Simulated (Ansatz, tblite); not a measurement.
# The cluster In2PF3: charged states by level of theory

The task here is to estimate one member of a computed series from the others.

The runs use Ansatz 0.2.0, Gaussian basis; as each input shows.

The runs, in order: charge +1 doublet, at the geometry of the singlet (PBE0-D4/def2-TZVP, PBE-D4/def2-TZVP, ωB97X-V/def2-TZVP, CCSD(T)/def2-SVP); charge -1 doublet, at the geometry of the singlet (PBE0-D4/def2-TZVPD, PBE-D4/def2-TZVPD, ωB97X-V/def2-TZVPD); the starting singlet's energies come from earlier runs.

4 further runs of the same task are left out: 4 set aside as unsound or not needed. Runs told in other sessions of the task aren't counted.

## The structure

The geometry is that of the singlet, from an earlier relaxation (r2SCAN-D4/def2-SVP). At that level it is the lowest of the isomers that a small search found.

6 atoms, charge 0, spin multiplicity 1.

Atoms are counted from 1 here; the program's logs count them from 0.

Bond lengths: In1–P3 2.412 Å, In1–F4 2.161 Å, In1–F6 1.939 Å, In2–P3 2.412 Å, In2–F4 2.161 Å, In2–F5 1.939 Å. Angles: P3–In1–F4 94.6°, P3–In1–F6 161.3°, F4–In1–F6 104.1°, P3–In2–F4 94.6°, P3–In2–F5 161.4°, F4–In2–F5 104.1°, In1–P3–In2 79.6°, In1–F4–In2 91.3°.

In takes a core potential in the def2 sets. No spin-orbit coupling is included.

Set-up of the first run:

File in.yaml:

```yaml
crystal:
  periodic: [false, false, false]
  atoms:
    - {symbol: In, position_ang: [-0.100034, -0.109840, -1.562765]}
    - {symbol: In, position_ang: [0.145935, 0.651786, 1.420654]}
    - {symbol: P, position_ang: [0.180680, 2.056862, -0.539981]}
    - {symbol: F, position_ang: [-0.110096, -1.184584, 0.311523]}
    - {symbol: F, position_ang: [0.196236, 0.081068, 3.272987]}
    - {symbol: F, position_ang: [-0.312721, -1.495280, -2.902418]}
basis:
  gaussian: {orbitals: def2-TZVP}
total_charge: 1
magnetization: {spin_polarized: true, initial_magnetization: 1}
hamiltonian: {xc: pbe0, dispersion: d4}
scf: {omitted_lower_state_checks: [starts]}
output: {orbitals: {seedname: orbitals}}
```

Launch:

```
> ansatz run in.yaml --threads 4 --pin off --events-out ev --progress --plain --max-ram 4787MiB
```

Steps of the session up to this table: Charge +1 doublet at the fixed geometry, PBE0-D4/def2-TZVP; Charge +1 doublet at the fixed geometry, PBE-D4/def2-TZVP; Charge +1 doublet at the fixed geometry, ωB97X-V/def2-TZVP; Charge +1 doublet at the fixed geometry, CCSD(T)/def2-SVP.

One table of the session follows, with a row left open; its other results are not shown here.

It belongs to the step «Vertical ionisation energy». 

| method | vertical ionisation energy (eV) |
| --- | --- |
| HF/def2-SVP | 7.57 |
| PBE-D4/def2-TZVP | ? |
| PBE0-D4/def2-TZVP | 8.65 |
| ωB97X-V/def2-TZVP | 8.60 |
| MP2/def2-SVP | 8.37 |
| CCSD/def2-SVP | 8.27 |
| CCSD(T)/def2-SVP | 8.33 |

Estimate the missing values for PBE-D4/def2-TZVP.

The run gave: vertical ionisation energy (eV): 8.64. In the column «vertical ionisation energy (eV)» it lies between ωB97X-V/def2-TZVP (8.60) and PBE0-D4/def2-TZVP (8.65).

Caveats from the session: The anion's highest level is positive in at least one run, so there the basis alone may hold the extra electron.
